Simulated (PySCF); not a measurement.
# NSe₂⁻: singlet, from a linear start

The task is one start of a wider search on NSe₂⁻: the singlet, from a linear start. It is relaxed, tested by its Hessian and followed downhill if it is a saddle.

The runs use PySCF 2.14.0; PBE0, basis N def2-TZVPD, Se def2-TZVPD, no relativity, density fitting.

**1. Starting geometry**

3 atoms, charge -1, spin multiplicity 1.

Bond lengths: N1–Se2 1.670 Å, N1–Se3 1.670 Å. Angles: Se2–N1–Se3 180.0°.

```xyz
3
charge -1 multiplicity 1
N     0.0000    0.0000    0.0000
Se    0.0000    0.0000    1.6700
Se    0.0000    0.0000   -1.6700
```

**2. The SCF at the typed geometry**

One driver script runs all steps and calls PySCF; scf.py shows how it sets up the SCF of each step. The optimiser is the driver's own. After this first run the driver tries any further starts and a stability analysis.

scf.py reads:

```python
from pyscf import gto, scf, dft
mol = gto.M(atom='''
N      0.000000     0.000000     0.000000
Se     0.000000     0.000000     1.670000
Se     0.000000     0.000000    -1.670000''',
    basis={'N': 'def2-TZVPD', 'Se': 'def2-TZVPD'},
    charge=-1, spin=0)
mf = dft.RKS(mol, xc='PBE0')
mf.grids.atom_grid = (50, 194)
aux = {'N': 'def2-universal-JKFIT', 'Se': 'def2-universal-JKFIT'}
mf = mf.density_fit(auxbasis=aux)
mf.conv_tol = 1e-08
mf.diis_space = 10
mf.max_cycle = 60
mf.init_guess = 'minao'
mf.verbose = 4
mf.kernel()
```

Command:

```console
OMP_NUM_THREADS=2 python axn.py task.json out
```

What it wrote:

```text
init E= -4855.82407853918
cycle= 1 E= -4857.17507551537  delta_E= -1.35  |g|= 0.466  |ddm|= 2.21
  HOMO = 0.0992936053963334  LUMO = 0.13005538026034  gap/eV = 0.83707
cycle= 2 E= -4857.07581896158  delta_E= 0.0993  |g|= 0.776  |ddm|= 1.06
  HOMO = 0.0281468282455251  LUMO = 0.0740360409166527  gap/eV = 1.24871
cycle= 3 E= -4857.20620124313  delta_E= -0.13  |g|= 0.243  |ddm|= 0.631
  HOMO = 0.0268404294912941  LUMO = 0.0751627859735464  gap/eV = 1.31492
cycle= 4 E= -4857.21864069855  delta_E= -0.0124  |g|= 0.00623  |ddm|= 0.152
  HOMO = 0.0259200150073013  LUMO = 0.075799266459903  gap/eV = 1.35728
cycle= 5 E= -4857.21865099036  delta_E= -1.03e-05  |g|= 0.00445  |ddm|= 0.0159
  HOMO = 0.0251226176997932  LUMO = 0.0750641433080546  gap/eV = 1.35898
cycle= 6 E= -4857.21865652967  delta_E= -5.54e-06  |g|= 0.000997  |ddm|= 0.00567
  HOMO = 0.0251973037064843  LUMO = 0.0751307340824638  gap/eV = 1.35876
cycle= 7 E= -4857.21865668548  delta_E= -1.56e-07  |g|= 0.000235  |ddm|= 0.0012
  HOMO = 0.0251409165978629  LUMO = 0.0750772958893435  gap/eV = 1.35884
cycle= 8 E= -4857.21865669905  delta_E= -1.36e-08  |g|= 3.41e-05  |ddm|= 0.000361
  HOMO = 0.0251392450031673  LUMO = 0.0750771827683678  gap/eV = 1.35888
cycle= 9 E= -4857.21865669949  delta_E= -4.42e-10  |g|= 4.71e-06  |ddm|= 6.86e-05
  HOMO = 0.0251384976290581  LUMO = 0.0750764267864739  gap/eV = 1.35888
Extra cycle  E= -4857.21865669949  delta_E= 4.55e-12  |g|= 8.76e-06  |ddm|= 1.62e-05
converged SCF energy = -4857.21865669949
```

This step, with its further starts and checks, needed 6.2 s of wall time on 2 threads of AMD EPYC 9R45 (Zen 5), shared host.

No lower closed-shell solution turned up in the test of internal stability.

**3. Linear start, singlet: relaxation**

The program finds D∞h symmetry in the start, which this walk keeps. The walk stops when the largest gradient is under 0.0003 Eh/bohr and the energy has settled too.

Edit scf.py of step 2 so:

```diff
@@ -15 +14,0 @@
-mf.init_guess = 'minao'
```

Energy and gradient, step by step:

| step | energy (Eh) | change (kJ/mol) | largest symmetric gradient (Eh/bohr) |
| --- | --- | --- | --- |
| 0 | -4857.218657 | 0.00 | 0.03465 |
| 1 | -4857.221638 | -7.83 | 0.00078 |
| 2 | -4857.221640 | -7.83 | 0.00010 |

The walk took 6.8 s.

Positions (Å) and forces (eV/Å) along the way:

```
step 0
N    0.000   0.000   0.000   0.000   0.000   0.000
Se   0.000   0.000   1.670   0.000   0.000   1.782
Se   0.000   0.000  -1.670   0.000   0.000  -1.782
step 1
N    0.000   0.000   0.000   0.000   0.000   0.000
Se   0.000   0.000   1.716   0.000   0.000   0.040
Se   0.000   0.000  -1.716   0.000   0.000  -0.040
step 2
N    0.000   0.000   0.000   0.000   0.000   0.000
Se   0.000   0.000   1.718   0.000   0.000   0.005
Se   0.000   0.000  -1.718   0.000   0.000  -0.005
```

End point (D∞h, 2 steps, 7.8 kJ/mol gained): N–Se 1.718 Å (×2); Se–N–Se 180.0°.

**4. Hessian and properties**

On the finer grid the gradient is checked again; gradients at displacements of ±0.02 bohr then give force constants and infrared intensities.

Edit scf.py of step 3 so:

```diff
@@ -4,2 +4,2 @@
-Se     0.000000     0.000000     1.670000
-Se     0.000000     0.000000    -1.670000''',
+Se    -0.000000     0.000000     1.717715
+Se     0.000000    -0.000000    -1.717715''',
@@ -9 +9 @@
-mf.grids.atom_grid = (50, 194)
+mf.grids.atom_grid = (75, 302)
@@ -12 +12 @@
-mf.conv_tol = 1e-08
+mf.conv_tol = 1e-10
```

This SCF starts from the last density.

Log of the central SCF (cycles and frontier levels):

```text
init E= -4857.22157268341
  HOMO = 0.020742094828627  LUMO = 0.071656814694613  gap/eV = 1.38546
cycle= 1 E= -4857.22157268341  delta_E= -9.09e-13  |g|= 1.4e-06  |ddm|= 3.16e-06
  HOMO = 0.0207423108087781  LUMO = 0.0716570431701626  gap/eV = 1.38546
Extra cycle  E= -4857.22157268341  delta_E= 1.82e-12  |g|= 3.46e-06  |ddm|= 3.87e-06
converged SCF energy = -4857.22157268341
```

The whole step took 45 s.

Geometry: D∞h; N–Se 1.718 Å (×2); Se–N–Se 180.0°.

Modes, for the most abundant isotopes:

```tsv
ω (cm⁻¹)	IR (km/mol)
404i	11.5
257	4.7
332	0.0
1086	25.7
```

1 mode is imaginary, the largest at 404i cm⁻¹: a saddle point, not a minimum.

Here the density breaks the symmetry of the frame, and no labels are given; pairs that should be degenerate can split.

Properties at this point:

```yaml
Dipole_moment_about_the_centre_of_mass: 0.00 D
Highest_occupied_level: 0.56 eV
Lowest_empty_level: 1.95 eV
Rotational_constants: 0.03575 cm⁻¹
Zero-point_energy_real_modes: 10.0 kJ/mol
Principal_polarisabilities: 70.1, 118.5, 190.5 bohr³
Principal_traceless_quadrupole_moments_about_the_centre_of_mass: -10.95, -0.22, 11.17 D Å
```

Charges (e) and bond orders:

| atom | Mulliken | Löwdin | polar tensor | Mayer order to N1 |
| --- | --- | --- | --- | --- |
| N1 | -0.30 | -1.39 | 0.16 | – |
| Se2,3 | -0.35 | 0.19 | -0.58 | 1.39 |

Outer orbital energies (eV). occupied: -14.88, -10.07, -6.40, -5.13, -5.05, -1.98, -1.90, 0.56; empty: 1.95, 3.27, 3.35, 4.09.

Mulliken populations on N1: s 3.54, p 3.68, d 0.08, f 0.00.

**5. Downhill along the imaginary mode**

The atoms are moved a little along the softest imaginary mode and relaxed again.

The program finds C2v symmetry in the start, which this walk keeps. The walk stops when the largest gradient is under 0.0003 Eh/bohr and the energy has settled too.

Edit scf.py of step 4 so:

```diff
@@ -3,3 +3,3 @@
-N      0.000000     0.000000     0.000000
-Se    -0.000000     0.000000     1.717715
-Se     0.000000    -0.000000    -1.717715''',
+N      0.105390    -0.057383    -0.000000
+Se    -0.009233     0.005027     1.717715
+Se    -0.009233     0.005027    -1.717715''',
@@ -9 +9 @@
-mf.grids.atom_grid = (75, 302)
+mf.grids.atom_grid = (50, 194)
@@ -12 +12 @@
-mf.conv_tol = 1e-10
+mf.conv_tol = 1e-08
```

The optimiser's trace:

```csv
step,energy (Eh),change (kJ/mol),largest symmetric gradient (Eh/bohr)
0,-4857.223990,0.00,0.01627
1,-4857.230065,-15.95,0.02784
2,-4857.243450,-51.09,0.03013
3,-4857.255360,-82.36,0.02143
4,-4857.259847,-94.14,0.01949
5,-4857.261795,-99.26,0.00417
6,-4857.261881,-99.48,0.00053
7,-4857.261883,-99.49,0.00001
```

The walk took 22 s.

Positions (Å) and forces (eV/Å) along the way:

```
step 0
N    0.105  -0.057   0.000   0.837  -0.455   0.000
Se  -0.009   0.005   1.718  -0.419   0.227  -0.093
Se  -0.009   0.005  -1.718  -0.419   0.227   0.093
step 1
N    0.178  -0.097   0.000   1.431  -0.780   0.000
Se  -0.046   0.025   1.708  -0.716   0.390  -0.050
Se  -0.046   0.025  -1.708  -0.716   0.390   0.050
step 4
N    0.549  -0.299   0.000  -0.917   0.499   0.000
Se  -0.231   0.126   1.595   0.459  -0.249  -1.002
Se  -0.231   0.126  -1.595   0.459  -0.249   1.002
step 7
N    0.525  -0.286   0.000  -0.001   0.000   0.001
Se  -0.219   0.119   1.563   0.000   0.000  -0.001
Se  -0.219   0.119  -1.563   0.000   0.000   0.000
```

End point (C2v, 7 steps, 99.5 kJ/mol gained): N–Se 1.778 Å (×2); Se–N–Se 123.1°.

**6. Frequencies**

As before: finer grid, then central differences.

Edit scf.py of step 5 so:

```diff
@@ -3,3 +3,3 @@
-N      0.105390    -0.057383    -0.000000
-Se    -0.009233     0.005027     1.717715
-Se    -0.009233     0.005027    -1.717715''',
+N      0.684286    -0.372584    -0.000000
+Se    -0.059951     0.032642     1.562973
+Se    -0.059951     0.032642    -1.562973''',
@@ -9 +9 @@
-mf.grids.atom_grid = (50, 194)
+mf.grids.atom_grid = (75, 302)
@@ -12 +12 @@
-mf.conv_tol = 1e-08
+mf.conv_tol = 1e-10
```

SCF at the final geometry:

```text
init E= -4857.26181240779
  HOMO = -0.0277838454628402  LUMO = 0.0640756190622085  gap/eV = 2.49962
cycle= 1 E= -4857.26181240777  delta_E= 2.46e-11  |g|= 9.18e-06  |ddm|= 1.13e-05
  HOMO = -0.0277844435531867  LUMO = 0.0640746690161933  gap/eV = 2.49961
Extra cycle  E= -4857.26181240761  delta_E= 1.56e-10  |g|= 2.48e-05  |ddm|= 2.97e-05
converged SCF energy = -4857.26181240761
```

The whole step needed 29 s of wall time on 2 threads of AMD EPYC 9R45 (Zen 5), shared host.

Geometry: C2v; N–Se 1.778 Å (×2); Se–N–Se 123.1°.

Harmonic modes (main isotopes):

```tsv
symmetry	ω (cm⁻¹)	IR (km/mol)
a1	214	2.5
a1	591	20.7
b2	804	266
```

Every mode is real; the point is a minimum.

Constants and moments:

```yaml
Dipole_moment_about_the_centre_of_mass: 0.73 D
Highest_occupied_level: -0.76 eV
Lowest_empty_level: 1.74 eV
Rotational_constants: 1.823, 0.04317, 0.04218 cm⁻¹
Zero-point_energy: 9.6 kJ/mol
Principal_polarisabilities: 67.8, 83.5, 165.9 bohr³
Principal_traceless_quadrupole_moments_about_the_centre_of_mass: -10.11, 0.69, 9.42 D Å
Entropy_at_298.15_K_and_1_bar: 286.1 J/(mol K)
Heat_capacity_Cp_at_298.15_K: 48.0 J/(mol K)
Enthalpy_at_298.15_K_above_0_K: 11.97 kJ/mol
Rotational_symmetry_number: 2
```

Populations by atom (charges in e):

```json
{"atom": "N1", "Mulliken": "-0.18", "Löwdin": "-1.23", "polar tensor": "0.29", "Mayer order to N1": "–"}
{"atom": "Se2,3", "Mulliken": "-0.41", "Löwdin": "0.12", "polar tensor": "-0.65", "Mayer order to N1": "1.48"}
```

Mulliken populations on N1: s 3.56, p 3.53, d 0.09, f 0.00.

**7. A spin-polarised start**

A stability analysis found the closed shell of the lowest minimum unstable towards spin polarisation, so the unrestricted solution is followed.

The program finds C2v symmetry in the start, which may break.

Edit scf.py of step 6 so:

```diff
@@ -8,2 +8,2 @@
-mf = dft.RKS(mol, xc='PBE0')
-mf.grids.atom_grid = (75, 302)
+mf = dft.UKS(mol, xc='PBE0')
+mf.grids.atom_grid = (50, 194)
@@ -12 +12 @@
-mf.conv_tol = 1e-10
+mf.conv_tol = 1e-08
```

The optimiser's trace:

```
step   energy (Eh)  change (kJ/mol)  largest gradient (Eh/bohr)
   0  -4857.261986             0.00                     0.00154
   1  -4857.262023            -0.10                     0.00069
   2  -4857.262036            -0.13                     0.00003
```

The walk took 14 s.

Geometry (Å) and forces (eV/Å) at some steps:

```
step 0
N    0.684  -0.373   0.000  -0.079   0.043   0.000
Se  -0.060   0.033   1.563   0.040  -0.021   0.046
Se  -0.060   0.033  -1.563   0.040  -0.021  -0.045
step 1
N    0.678  -0.369   0.000  -0.036   0.019   0.000
Se  -0.057   0.031   1.567   0.018  -0.010   0.029
Se  -0.057   0.031  -1.567   0.018  -0.009  -0.029
step 2
N    0.672  -0.366   0.000  -0.002   0.001   0.000
Se  -0.054   0.029   1.573   0.001   0.000   0.001
Se  -0.054   0.029  -1.573   0.001   0.000  -0.001
```

It settles in C2v symmetry, 0.1 kJ/mol below the start, after 2 steps: N–Se 1.777 Å (×2); Se–N–Se 124.5°.

**8. Vibrations and properties at this point**

The same treatment as at the point before.

Edit scf.py of step 7 so:

```diff
@@ -3,3 +3,3 @@
-N      0.684286    -0.372584    -0.000000
-Se    -0.059951     0.032642     1.562973
-Se    -0.059951     0.032642    -1.562973''',
+N      0.667880    -0.363651    -0.000000
+Se    -0.058513     0.031859     1.572500
+Se    -0.058514     0.031860    -1.572500''',
@@ -9 +9 @@
-mf.grids.atom_grid = (50, 194)
+mf.grids.atom_grid = (75, 302)
@@ -12 +12 @@
-mf.conv_tol = 1e-08
+mf.conv_tol = 1e-10
```

Log of the central SCF (cycles and frontier levels):

```text
init E= -4857.2619658581
[... the frontier-level lines of each cycle are left out ...]
cycle= 1 E= -4857.26196585804  delta_E= 5.82e-11  |g|= 1e-05  |ddm|= 1.34e-05
cycle= 2 E= -4857.26196585767  delta_E= 3.73e-10  |g|= 2.65e-05  |ddm|= 3.35e-05
cycle= 3 E= -4857.26196585812  delta_E= -4.48e-10  |g|= 1.27e-06  |ddm|= 2.36e-05
cycle= 4 E= -4857.26196585811  delta_E= 1.82e-12  |g|= 5.63e-07  |ddm|= 1.41e-06
Extra cycle  E= -4857.26196585811  delta_E= 9.09e-13  |g|= 1.01e-06  |ddm|= 2.62e-06
converged SCF energy = -4857.26196585811  <S^2> = 0.18522101  2S+1 = 1.3194257
```

The whole step took 67 s.

Geometry: C2v; N–Se 1.777 Å (×2); Se–N–Se 124.5°.

Modes, for the most abundant isotopes:

```csv
ω (cm⁻¹),IR (km/mol),μ (u)
178,2.2,45.28
561,16.0,17.51
804,299,15.27
```

No imaginary mode, so this is a minimum.

The SCF density has lower symmetry than the nuclear frame, so the modes carry no labels.

Properties at this point:

```
Dipole moment about the centre of mass                          : 0.70 D
Highest occupied level                                          : -0.77 eV
Lowest empty level                                              : 1.82 eV
Rotational constants                                            : 1.914, 0.04265, 0.04172 cm⁻¹
Zero-point energy                                               : 9.2 kJ/mol
Principal polarisabilities                                      : 68.8, 83.1, 169.5 bohr³
Principal traceless quadrupole moments about the centre of mass : -10.18, 1.17, 9.01 D Å
Entropy at 298.15 K and 1 bar                                   : 287.7 J/(mol K)
Heat capacity Cp at 298.15 K                                    : 48.4 J/(mol K)
Enthalpy at 298.15 K above 0 K                                  : 12.16 kJ/mol
Rotational symmetry number                                      : 2
Spin squared ⟨S²⟩                                               : 0.185
```

Populations by atom (charges in e):

```json
{"atom": "N1", "Mulliken": "-0.18", "Löwdin": "-1.24", "polar tensor": "0.35", "spin (Mulliken)": "0.00", "Mayer order to N1": "–"}
{"atom": "Se2,3", "Mulliken": "-0.41", "Löwdin": "0.12", "polar tensor": "-0.68", "spin (Mulliken)": "0.00", "Mayer order to N1": "1.47"}
```

Outer orbital energies (eV). α occupied: -13.95, -10.27, -5.97, -5.21, -4.72, -1.64, -1.15, -0.77; empty: 1.82, 3.35, 3.56, 4.14. β occupied: -13.95, -10.27, -5.97, -5.21, -4.72, -1.64, -1.15, -0.77; empty: 1.82, 3.35, 3.56, 4.14.

Mulliken populations on N1: s 3.55, p 3.53, d 0.09, f 0.00.

**9. All stationary points**

| spin | group | bonds | imaginary modes (cm⁻¹) | ΔE (kJ/mol) | with zero-point energy |
| --- | --- | --- | --- | --- | --- |
| broken-symmetry (Ms = 0) | C2v (density of lower symmetry) | N–Se 1.777 Å (×2) | none | 0.0 | 0.0 |
| singlet | C2v | N–Se 1.778 Å (×2) | none | 0.4 | 0.8 |
| singlet | D∞h (density of lower symmetry) | N–Se 1.718 Å (×2) | 404i | 106.1 | – |

**10. Summary of results**

| quantity | value |
| --- | --- |
| minimum | broken-symmetry (Ms = 0), C2v |
| geometry | N–Se 1.777 Å (×2); Se–N–Se 124.5° |
| wavenumbers (cm⁻¹) | 178, 561, 804 |
| dipole moment (centre of mass) | 0.70 D |
| highest occupied, lowest empty level (either spin) | -0.77, 1.82 eV |
| polar-tensor charge of N1 | +0.35 e |
| zero-point energy | 9.2 kJ/mol |
| entropy at 298.15 K | 287.7 J/(mol K) |
| ⟨S²⟩ | 0.185 |

In words: From D∞h at the start the molecule goes to a C2v minimum, after a stop at a saddle point 106.1 kJ/mol higher, from which it was pushed off along an imaginary mode. In the infrared the band at 804 cm⁻¹ leads. Other starts or spin states, not run here, may lie lower. The SCF density has lower symmetry than the nuclear frame.

The search up to here needed 3.3 min of wall time on 2 threads of AMD EPYC 9R45 (Zen 5), shared host.
